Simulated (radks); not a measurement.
**Tc²⁺ in [Kr] 4d5: an all-electron calculation**

One table from this session's results is given with a row withheld; the runs are named, their logs left out.

Program: radks (a radial shooting solver on a logarithmic mesh, Libxc functionals) version 1. Level of theory: Dirac Kohn-Sham, PW91, spin-unpolarised, spherical densities, finite nucleus; open shells fill j = l - 1/2 first. These are calculated values, not measurements, unless marked.

### The system

```
element            : technetium (Z = 43)
charge             : +2
electrons          : 41
configuration      : [Kr] 4d5
nuclear rms radius : 4.4112 fm
```

The first run:

Input:

```text
Z 43
configuration [Kr] 4d5 5s0 5p0
relativity Dirac
functional pw91,pw91
spin unpolarised
j_filling energy
nucleus finite rms 4.4112 fm
c 137.035999084
```

Run with:

```sh
python run_ks.py task.json out
```

All runs below come from this command, one after another.

One of the session's tables, all rows but one given; the rest of the session is left out.

It belongs to the step «Radial structure». Sizes of the orbitals, from the radial functions (bohr):

```
level      <r>  outermost maximum (interpolated)  90 % within  nodes
1s1/2  0.03428                            0.0223       0.0614      0
2s1/2   0.1493                             0.126        0.231      1
2p1/2   0.1271                            0.0981        0.208      0
2p3/2   0.1318                             0.102        0.214      0
3s1/2   0.4152                             0.372        0.613      2
3p1/2   0.4090                             0.359        0.618      1
3p3/2   0.4197                             0.369        0.634      1
3d3/2   0.3970                             0.310        0.634      0
3d5/2   0.4005                             0.313        0.639      0
4s1/2    1.058                             0.950         1.54      3
4p1/2        ?                                 ?            ?      ?
4p3/2    1.181                              1.03         1.75      2
4d3/2    1.611                              1.26         2.54      1
4d5/2    1.627                              1.27         2.57      1
5s1/2    2.851                              2.51         4.14      4
5p1/2    3.376                              2.99         4.88      3
5p3/2    3.444                              3.06         4.97      3
```

Estimate the missing values for 4p1/2.

**Answer.** <r>: 1.151; outermost maximum (interpolated): 1.01; 90 % within: 1.70; nodes: 2. In the column «<r>» it lies between 4s1/2 (1.058) and 4p3/2 (1.181).

Limits of these values: Spin polarisation and multiplet splitting are left out.
